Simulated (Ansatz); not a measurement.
# AlCo4 (R-3m) in Ansatz: reference runs

How does AlCo4 come out in PBE? The cell is run as given.

Program: Ansatz 0.2.0. These are calculated values, not measurements. Logs are shortened: lines on timing, memory, paths and dates and some standing lists are left out, and cuts for length are marked.

### Step 1. The crystal as given

Symmetry: R-3m, No. 166, trigonal system. The conventional cell has a = 2.579 Å, b = 2.579 Å, c = 29.923 Å, α = 90.00°, β = 90.00°, γ = 120.00°. Co (site symmetry 3m) has 9 Co at 2.45 to 2.58 Å and 3 Al at 2.52 Å as nearest neighbours. Around Co (site symmetry 3m) lie 12 Co at 2.45 to 2.58 Å. Al (site symmetry -3m) is surrounded by 6 Co at 2.52 Å and 6 Al at 2.58 Å.

The cell comes from a database or a generator and needn't be the stable form of this composition.

### Step 2. Single point, PBE, collinear spin, ferromagnetic start

Input file input.yaml:

```yaml
crystal:
  lattice:
    - [1.2893368271, 0.7443989642, 9.9743618604]
    - [-1.2893368271, 0.7443989642, 9.9743618604]
    - [0.0, -1.4887979284, 9.9743618604]
  atoms:
    - { symbol: Co, position: [0.401145, 0.401145, 0.401145], spin: 2.0 }
    - { symbol: Co, position: [0.799679, 0.799679, 0.799679], spin: 2.0 }
    - { symbol: Co, position: [0.200321, 0.200321, 0.200321], spin: 2.0 }
    - { symbol: Co, position: [0.598855, 0.598855, 0.598855], spin: 2.0 }
    - { symbol: Al, position: [0.0, 0.0, 0.0] }
hamiltonian:
  xc: pbe
  pseudopotentials: { kind: paw }
magnetization:
  spin_polarized: true
kpoints:
  mp_grid: { grid: [12, 12, 12] }
scf:
  occupations: { method: fermi_dirac, width: 0.05 }
output:
  forces: true
  stress: true
  eigenvalues: true
```

Potentials or basis: Ansatz PAW.

Launch:

```console
$ ansatz run input.yaml --threads 2 --pin off --max-ram 5120MiB --backend cpu --events-out ev --progress --plain --runs-dir out
```

The log of the run:

```text
Warning: RAYON_NUM_THREADS=2 ignored (pool sized by the plan → 2); use --threads N
basis.fft_grid_basis auto: the FFT boxes are laid along the combinations [[1, 0, -1], [0, 1, -1], [0, 0, 1]] of the cell's own vectors, 2.579, 2.579 and 10.085 Å long. The dense box has 18×18×72 points. Along the cell's own vectors, as sized, it would have 72×72×72, 16.00 times as many. Of the 12 symmetry operations that the crystal satisfies within crystal.symmetry.tolerance (time reversal apart; of a slab, those that keep its plane) the dense box along the cell's own vectors carries 12, and the one as laid loses 8 of those. basis.fft_grid_basis: typed keeps the cell's own vectors: state it where this run's energies or levels are differenced outside the engine with another run's, or held beside a run that keeps those vectors.
Engine: ansatz 0.2.0, x86_64-unknown-linux-gnu
Pseudopotentials: kind: paw
Pseudopotential: Co, paw, valence charge 17, recommended cutoff 420 eV (normal), Co.paw.azcp
Pseudopotential: Al, paw, valence charge 3, recommended cutoff 420 eV (normal), Al.paw.azcp
Functional definition: PBE
  parameter kappa = 0.804
  parameter beta = 0.06672455060314922
  exchange = pbe_x(kappa = kappa, mu = beta*pi^2/3)
  correlation = pbe_c(beta = beta)
Crystal: 5 atoms, lattice volume = 57.439 Å³
Basis set: ecut = 420 eV, 1143 PW (Γ), FFT grids on a1−a3, a2−a3, a3, exchange–correlation on 36×36×144 points (8 copies of the dense FFT grid, shifted against one another)
Bands: 48, of which v1, the nominal top of the filled ones, is band 36 counted from 1 (35 counted from 0)
Symmetry: 12 space group operations
Space group: R-3m (ITA 166), of the structure as read, at distance tolerance 3.9e-5 Å
Magnetic group: BNS 166.97 (UNI 1327), of the structure as read, at distance tolerance 3.9e-5 Å
k-points: 189 of 1728
Non-local potential: Co, projectors of the file, l = 0: 3, l = 1: 2, l = 2: 3, l = 3: 1
Non-local potential: Al, projectors of the file, l = 0: 2, l = 1: 2, l = 2: 1
PAW form: soft (Blöchl's): semilocal exchange-correlation on the pseudo side does not see the compensation charge
PAW one-centre angular grid: Co, 590 points (default); XC on 64 Gauss nodes
PAW one-centre angular grid: Al, 110 points (default); XC on 64 Gauss nodes
Initial density: superposition of atomic densities (chi_scale 0.1, normalization cell)
Starting moments: Σ|m| = 8 μB on 4 of 5 sites
Initial wavefunctions: pseudopotential atomic-orbital guess
Functional: x = pbe(κ = 0.804, μ = 0.2195149727645171), c = pbe(β = 0.06672455060314922)
SCF iter   1: F=—  HF=-21041.180887 eV  |F-HF|=—  |Δ(HF+E_count)|=         —  Δρ=6.88e-2 (↑6.88e-2 ↓6.58e-2)  dr2=6.60e0  dr2_m=5.28e-1  M=6.539 μB ∫|m|=7.003 μB  β_m=0.30  ethr=3.10e-3  ⟨swp⟩=6.0  Hψ=64676  notcnv=0  defer=58
Mixer restart at iter 1: flushing history
preconditioner: auto → Kerker (q_TF=auto, 2.826 Å⁻¹)  [metal: Δε(μ)=0.001 eV  Ē_g=7.967 eV  σ=0.050 eV  W_gap=0.00  n_scr=14 (ndim 8)  ℏωp=30.6 eV  f_vac=0.000  D(μ)=4.54/eV (n_scr^D=60)]
spin=Collinear: Kerker preconditioning applied to the charge; magnetization (m = ρ↑ − ρ↓) channel mixes plain (no charge-response kernel on spin).
SCF iter   2: F=—  HF=-21039.489017 eV  |F-HF|=—  |Δ(HF+E_count)|=    1.69e0  Δρ=2.93e-2 (↑2.25e-2 ↓2.93e-2)  dr2=6.28e-1  dr2_m=2.75e-1  M=6.489 μB ∫|m|=7.007 μB  β_m=0.35  ethr=3.10e-3  ⟨swp⟩=2.1  Hψ=30130  notcnv=0  defer=1305
SCF iter   3: F=—  HF=-21040.708732 eV  |F-HF|=—  |Δ(HF+E_count)|=    1.22e0  Δρ=2.14e-2 (↑1.42e-2 ↓2.14e-2)  dr2=2.75e-1  dr2_m=1.19e-1  M=6.298 μB ∫|m|=6.878 μB  β_m=0.65  ethr=8.85e-4  ⟨swp⟩=2.0  Hψ=21803  notcnv=0  defer=1326
SCF iter   4: F=—  HF=-21042.087561 eV  |F-HF|=—  |Δ(HF+E_count)|=    1.38e0  Δρ=2.15e-2 (↑1.18e-2 ↓2.15e-2)  dr2=6.60e-1  dr2_m=2.50e-2  M=6.022 μB ∫|m|=6.674 μB  β_m=0.83  ethr=3.88e-4  ⟨swp⟩=2.2  Hψ=27890  notcnv=0  defer=1326
SCF iter   5: F=—  HF=-21042.298721 eV  |F-HF|=—  |Δ(HF+E_count)|=   2.11e-1  Δρ=1.56e-2 (↑9.02e-3 ↓1.56e-2)  dr2=2.74e-1  dr2_m=8.42e-3  M=5.913 μB ∫|m|=6.604 μB  β_m=0.66  ethr=3.88e-4  ⟨swp⟩=3.0  Hψ=38706  notcnv=0  defer=1266
SCF iter   6: F=—  HF=-21042.283395 eV  |F-HF|=—  |Δ(HF+E_count)|=   1.53e-2  Δρ=3.40e-3 (↑2.06e-3 ↓3.40e-3)  dr2=3.05e-2  dr2_m=2.31e-3  M=5.953 μB ∫|m|=6.642 μB  β_m=0.77  ethr=3.86e-4  ⟨swp⟩=2.4  Hψ=27968  notcnv=0  defer=1282
SCF iter   7: F=—  HF=-21042.282165 eV  |F-HF|=—  |Δ(HF+E_count)|=   1.23e-3  Δρ=4.90e-3 (↑3.81e-3 ↓4.90e-3)  dr2=5.26e-2  dr2_m=2.66e-4  M=5.976 μB ∫|m|=6.677 μB  β_m=0.75  ethr=4.30e-5  ⟨swp⟩=2.0  Hψ=27727  notcnv=0  defer=1280
SCF iter   8: F=—  HF=-21042.279134 eV  |F-HF|=—  |Δ(HF+E_count)|=   3.03e-3  Δρ=1.00e-3 (↑6.17e-4 ↓1.00e-3)  dr2=7.06e-4  dr2_m=1.45e-4  M=5.989 μB ∫|m|=6.699 μB  β_m=0.87  ethr=4.30e-5  ⟨swp⟩=2.0  Hψ=27564  notcnv=0  defer=1280
SCF iter   9: F=—  HF=-21042.279109 eV  |F-HF|=—  |Δ(HF+E_count)|=   2.53e-5  Δρ=1.02e-3 (↑2.25e-4 ↓1.02e-3)  dr2=1.03e-3  dr2_m=9.75e-5  M=5.991 μB ∫|m|=6.702 μB  β_m=0.87  ethr=9.94e-7  ⟨swp⟩=2.1  Hψ=31097  notcnv=0  defer=1265
SCF iter  10: F=—  HF=-21042.279157 eV  |F-HF|=—  |Δ(HF+E_count)|=   4.83e-5  Δρ=3.03e-4 (↑1.75e-4 ↓3.03e-4)  dr2=8.61e-5  dr2_m=7.34e-6  M=5.992 μB ∫|m|=6.703 μB  β_m=0.82  ethr=9.94e-7  ⟨swp⟩=1.6  Hψ=19991  notcnv=0  defer=1265
SCF iter  11: F=—  HF=-21042.279163 eV  |F-HF|=—  |Δ(HF+E_count)|=   5.67e-6  Δρ=1.19e-4 (↑4.57e-5 ↓1.19e-4)  dr2=6.37e-6  dr2_m=2.22e-6  M=5.992 μB ∫|m|=6.703 μB  β_m=0.91  ethr=1.21e-7  ⟨swp⟩=2.0  Hψ=24006  notcnv=0  defer=1265
SCF iter  12: F=—  HF=-21042.279164 eV  |F-HF|=—  |Δ(HF+E_count)|=   5.14e-7  Δρ=3.60e-5 (↑1.20e-5 ↓3.60e-5)  dr2=5.44e-7  dr2_m=2.44e-7  M=5.993 μB ∫|m|=6.704 μB  β_m=0.90  ethr=8.97e-9  ⟨swp⟩=2.1  Hψ=27915  notcnv=0  defer=1263
SCF iter  13: F=—  HF=-21042.279165 eV  |F-HF|=—  |Δ(HF+E_count)|=   9.03e-7  Δρ=1.93e-5 (↑5.14e-6 ↓1.93e-5)  dr2=2.32e-7  dr2_m=3.23e-8  M=5.993 μB ∫|m|=6.704 μB  β_m=0.95  ethr=7.66e-10  ⟨swp⟩=2.0  Hψ=24088  notcnv=0  defer=1263
SCF iter  14: F=—  HF=-21042.279165 eV  |F-HF|=—  |Δ(HF+E_count)|=   4.88e-8  Δρ=3.72e-6 (↑1.91e-6 ↓3.72e-6)  dr2=1.63e-8  dr2_m=1.63e-9  M=5.993 μB ∫|m|=6.704 μB  β_m=0.98  ethr=3.27e-10  ⟨swp⟩=2.0  Hψ=24140  notcnv=0  defer=1263
SCF iter  15: F=-21042.279164 eV  HF=-21042.279165 eV  |F-HF|=5.89e-8  |Δ(HF+E_count)|=   1.04e-9  Δρ=6.44e-6 (↑2.01e-6 ↓6.44e-6)  dr2=6.08e-8  dr2_m=2.66e-9  M=5.993 μB ∫|m|=6.704 μB  ethr=2.29e-11  ⟨swp⟩=7.8  Hψ=66865  notcnv=0
SCF 1 converged in 15 iterations: F = -21042.279164 eV  dr2 = 6.08e-8
SCF converged after 15 iterations
Magnetization: 5.9931 μB (38.4965 up, 32.5035 down)
Absolute magnetization: 6.7052 μB (∫|ρ↑−ρ↓|, with the PAW one-centre terms)
Spin contamination: 0.1276 ħ² per cell (⟨S²⟩ above its minimum at these occupations)
Per-site moments (μB) at R_I (Å): [(1.3965890399917473, 1.0123442757361485), (1.767194243924499, 1.0123442757361485), (1.7671942439245012, 1.0123442757361474), (1.3965890399917462, 1.0123442757361474), (-0.0480761724209831, 1.0381491095406075)]
Free energy (F): -21042.279164 eV
Harris-Foulkes:  -21042.279165 eV  (|F-HF|=5.89e-8)
Internal energy: -21042.236612 eV  (E = F + TS)
E sigma→0 (E₀):  -21042.257888 eV
Entropy (-TS):   -0.042552 eV (-8.510 meV/atom)
Fermi energy:    16.414398 eV
--- Per-component energies (eV) ---
  E_band       = -1098.156353
  E_kinetic    = 1838.743144
  E_local      = -15988.374157  (includes V_loc(G=0)·N_el)
  E_nonlocal   = 1828.663783
  E_hartree    = 7016.150594
  E_xc         = -676.227939
  E_vxc        = -850.229474  (∫ρ·V_xc dr)
  E_paw        = -6529.053301  (= ΣΔE_a)
  E_vpaw       = -1959.276342  (= ΣTr[D̂ρ^β])
  E_aug_tail   = 0.000316  (compensation charges beyond the density's cutoff)
  E_ewald      = -8532.139054
  E_smearing   = -0.042552  (= −TS)
  E_closure    = -0.000000  (closes the sum)
  Σ components = -21042.279164   (vs F -21042.279164, Δ=0.00e0)
--- Forces (eV/Å), atoms counted from 1 ---
  atom   1  Co     0.00000000    -0.00000000     0.07006005
  atom   2  Co     0.00000000     0.00000000     0.02113411
  atom   3  Co     0.00000000    -0.00000000    -0.02113411
  atom   4  Co     0.00000000     0.00000000    -0.07006005
  atom   5  Al    -0.00000000     0.00000000     0.00000000
  max |Σ_I F_I| component: 1.16e-18 eV/Å
--- Stress (GPa, compression-positive) ---
       -0.174168       0.000000       0.000000
        0.000000      -0.174168      -0.000000
        0.000000      -0.000000       1.153423
  P = ⅓ Tr σ = 0.2684 GPa (2.684 kbar)
--- Band table (eV; the first three rows and the last of 378) ---
  k-point 0 ↑: bands = ["-79.7971", "-79.7726", "-79.3922", "-79.3921", "-43.1070", "-42.9702", "-42.9664", "-42.9664", "-42.9434", "-42.9434", "-42.6129", "-42.6129", "-42.6129", "-42.6129", "-42.5549", "-42.5497", "5.5720", "8.3514", "8.6706", "11.1813", "11.5287", "13.4774", "13.5805", "13.5805", "13.7033", "13.7033", "13.8552", "13.9152", "13.9152", "14.0493", "14.0493", "14.1408", "14.6768", "14.6768", "14.7611", "14.7611", "14.9817", "15.2102", "15.2102", "15.5415", "15.5415", "21.3074", "24.5144", "31.4121", "31.4121", "31.6358", "32.8635", "33.9295"]
  k-point 1 ↑: bands = ["-79.7952", "-79.7714", "-79.3907", "-79.3906", "-43.1036", "-42.9870", "-42.9698", "-42.9611", "-42.9544", "-42.9456", "-42.6238", "-42.6237", "-42.6156", "-42.6156", "-42.5536", "-42.5491", "5.7749", "8.5500", "8.8999", "11.3318", "11.6800", "13.3773", "13.4902", "13.6709", "13.6906", "13.6945", "13.7621", "13.8503", "13.9511", "13.9890", "14.1195", "14.1326", "14.4457", "14.6077", "14.6134", "14.7946", "14.8756", "15.2146", "15.5491", "15.6011", "16.0854", "21.5548", "24.6036", "29.0734", "30.5707", "31.4694", "33.0112", "33.7758"]
  k-point 2 ↑: bands = ["-79.7899", "-79.7684", "-79.3866", "-79.3866", "-43.0947", "-43.0194", "-42.9845", "-42.9787", "-42.9592", "-42.9518", "-42.6534", "-42.6527", "-42.6230", "-42.6229", "-42.5502", "-42.5473", "6.3752", "9.1286", "9.5468", "11.7335", "12.0416", "13.1222", "13.2020", "13.3981", "13.4486", "13.7238", "13.8644", "13.9168", "13.9898", "14.0237", "14.1691", "14.2256", "14.3527", "14.4475", "14.6200", "14.8281", "14.9260", "15.2246", "15.5687", "16.3360", "16.8885", "22.2334", "24.8883", "25.7698", "29.3308", "30.7161", "31.0513", "32.0110"]
  k-point 188 ↓: bands = ["-77.7112", "-77.7095", "-77.6529", "-77.6285", "-41.1506", "-41.1114", "-40.9638", "-40.8938", "-40.8938", "-40.8910", "-40.8910", "-40.8501", "-40.8501", "-40.8491", "-40.8279", "-40.8279", "5.5117", "7.8358", "10.1271", "10.1558", "12.4248", "14.0775", "15.2102", "15.2197", "15.2197", "15.3097", "15.3097", "15.4268", "15.4732", "15.4732", "15.4765", "15.4765", "15.8955", "16.4772", "16.4772", "16.6412", "16.6412", "16.8228", "16.8228", "17.2979", "17.2979", "20.7131", "27.2135", "28.7379", "31.3785", "31.3785", "33.8599", "33.8599"]
```

Run time: 92 s. Hardware: 2 threads of Intel Xeon at 2.50GHz (Skylake/Cascade Lake), shared host; peak memory 1 GiB.

What came out:

```yaml
Free_energy: -21042.2792 eV
Pressure: 0.3 GPa
Largest_force: 0.070 eV/Å
Band_gap_on_the_k_mesh: none (metal or under the smearing width)
Net_moment: 5.99 μB per cell
Absolute_moment: 6.71 μB per cell
Site_moments: Co +1.40, +1.77; Al -0.05 μB
```

Forces on the atoms (eV/Å):
```
Co   0.000  0.000  0.070
Co   0.000  0.000  0.021
Co   0.000  0.000 -0.021
Co   0.000  0.000 -0.070
Al   0.000  0.000  0.000
```

Stress tensor (GPa, compression positive):
```
-0.17  0.00  0.00
 0.00 -0.17  0.00
 0.00  0.00  1.15
```
